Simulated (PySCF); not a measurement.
# Cl2H4N2Ti: the cost of one run

Computed with PySCF 2.14.0. Level: levels as typed in each script, gas phase, geometry from GFN2-xTB.

**1. Starting geometry**

SMILES `N[Ti](N)(Cl)Cl`, 9 atoms, charge 0, spin multiplicity 1.

Bond lengths: N1–Ti2 1.836 Å, N1–H6 1.021 Å, N1–H7 1.021 Å, Ti2–N3 1.836 Å, Ti2–Cl4 2.149 Å, Ti2–Cl5 2.149 Å, N3–H8 1.021 Å, N3–H9 1.021 Å. Angles: Ti2–N1–H6 125.3°, Ti2–N1–H7 125.4°, H6–N1–H7 108.4°, N1–Ti2–N3 111.5°, N1–Ti2–Cl4 108.8°, N1–Ti2–Cl5 108.9°, N3–Ti2–Cl4 108.9°, N3–Ti2–Cl5 108.9°, Cl4–Ti2–Cl5 109.8°, Ti2–N3–H8 125.3°, Ti2–N3–H9 125.3°, H8–N3–H9 108.4°.

Coordinates:

```mol
Cl2H4N2Ti
  3D, bonds by distance, orders not assigned

  9  8  0  0  0  0  0  0  0  0999 V2000
   -0.0013   -1.3272   -1.5177 N   0  0
    0.0001   -0.2947    0.0001 Ti  0  0
    0.0017   -1.3276    1.5175 N   0  0
   -1.7587    0.9409    0.0009 Cl  0  0
    1.7584    0.9414   -0.0006 Cl  0  0
    0.8265   -1.7330   -1.9561 H   0  0
   -0.8299   -1.7300   -1.9575 H   0  0
   -0.8260   -1.7337    1.9559 H   0  0
    0.8303   -1.7368    1.9512 H   0  0
  1  2  8  0
  2  3  8  0
  2  4  8  0
  2  5  8  0
  1  6  8  0
  1  7  8  0
  3  8  8  0
  3  9  8  0
M  END
```

**2. Density, bond paths and surface potential (wB97X/def2-tzvp)**

File input.py:

```python
import numpy as np
from pyscf import gto, scf, dft
from pyscf.scf import atom_ks, atom_hf
from scipy.linalg import block_diag

def solve(mol, dm0=None, hcore=None):
    mf = (dft.UKS if mol.spin else dft.RKS)(mol, xc='wb97x')
    mf.grids.level = 3
    mf = mf.density_fit(auxbasis='def2-universal-jkfit')
    mf.conv_tol, mf.max_cycle = 1e-8, 80
    if hcore is not None:
        mf.get_hcore = lambda *args: hcore
    mf.kernel(dm0)
    if not mf.converged:
        mf = mf.newton().run(mf.mo_coeff, mf.mo_occ, max_cycle=30)
    assert mf.converged, 'SCF not converged'
    return mf

mol = gto.M(atom='''
N     -0.00132    -1.32720    -1.51771
Ti     0.00007    -0.29469     0.00006
N      0.00169    -1.32757     1.51754
Cl    -1.75871     0.94092     0.00093
Cl     1.75842     0.94143    -0.00055
H      0.82646    -1.73301    -1.95613
H     -0.82986    -1.72995    -1.95750
H     -0.82598    -1.73372     1.95586
H      0.83034    -1.73678     1.95119
''', basis='def2-tzvp', charge=0, spin=0, verbose=4)
mf = solve(mol)
mf.analyze()
# spherically averaged free atoms, for the promolecule
atm = atom_ks.get_atm_nrks(mol, xc='wb97x')
pro = block_diag(*[(atm[a[0]][2] * atm[a[0]][3]) @ atm[a[0]][2].T for a in mol._atom])
np.savez('result.npz', e=mf.e_tot, c=mf.mo_coeff, occ=mf.mo_occ, eps=mf.mo_energy, pro=pro, dip=mf.dip_moment(verbose=0), s2=mf.spin_square()[0])
```

Command:

```
$ OMP_NUM_THREADS=1 python input.py
```

Q: Estimate wall time and peak memory on 1 thread of Arm Neoverse V2, shared host.

About 43 s, with a peak of 0.86 GiB.
